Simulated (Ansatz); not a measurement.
# W: the cost of one run

Method: DFT r2SCAN, scalar-relativistic, plane waves, PAW, in Ansatz 0.2.0.

The COD cell was measured well above room temperature, so it is larger than a cold one.

2 further runs of the same task are left out: 1 that didn't finish, 1 set aside as unsound or not needed.

## Step 1: The system as given

The structure is cubic, space group Im-3m (No. 229). Conventional cell: a = 3.168 Å, b = 3.168 Å, c = 3.168 Å, α = 90.00°, β = 90.00°, γ = 90.00°. W (site symmetry m-3m) has 8 W at 2.74 Å as nearest neighbours.

Structure file:

```cif
data_structure
_symmetry_space_group_name_H-M 'P 1'
_symmetry_Int_Tables_number 1
_cell_length_a 2.7439
_cell_length_b 2.7439
_cell_length_c 2.7439
_cell_angle_alpha 109.471
_cell_angle_beta 109.471
_cell_angle_gamma 109.471
_cell_volume 15.90
loop_
_atom_site_label
_atom_site_type_symbol
_atom_site_fract_x
_atom_site_fract_y
_atom_site_fract_z
_atom_site_occupancy
W1 W 0.00000 0.00000 0.00000 1
```

It is the result of an earlier relaxation at this level (volume 15.90 Å³/atom; gap on the mesh: none (metal)).

## Step 2: Zero of the scan

The input, input.yaml:

```yaml
crystal:
  lattice:
    - [-1.5841843287, 1.5841843287, 1.5841843287]
    - [1.5841843287, -1.5841843287, 1.5841843287]
    - [1.5841843287, 1.5841843287, -1.5841843287]
  atoms:
    - { symbol: W, position: [0.0, 0.0, 0.0] }
basis:
  ecutwfc: 500
kpoints:
  mp_grid: { grid: [30, 30, 30] }
hamiltonian:
  xc: r2scan
scf:
  occupations: { method: gaussian, width: 0.15 }
output:
  forces: true
  stress: true
  eigenvalues: true
  write_density: true
  write_potential: true
  elf: true
  volumetric_format: npy
```

Run with:

```sh
$ ansatz run input.yaml --threads 1 --pin off --max-ram 2560MiB --backend cpu --events-out ev --progress --plain --runs-dir out
```

Q: Estimate wall time and peak memory on 1 thread of Intel Xeon at 2.50GHz (Skylake/Cascade Lake), shared host.

About 43 s, with a peak of 0.51 GiB.
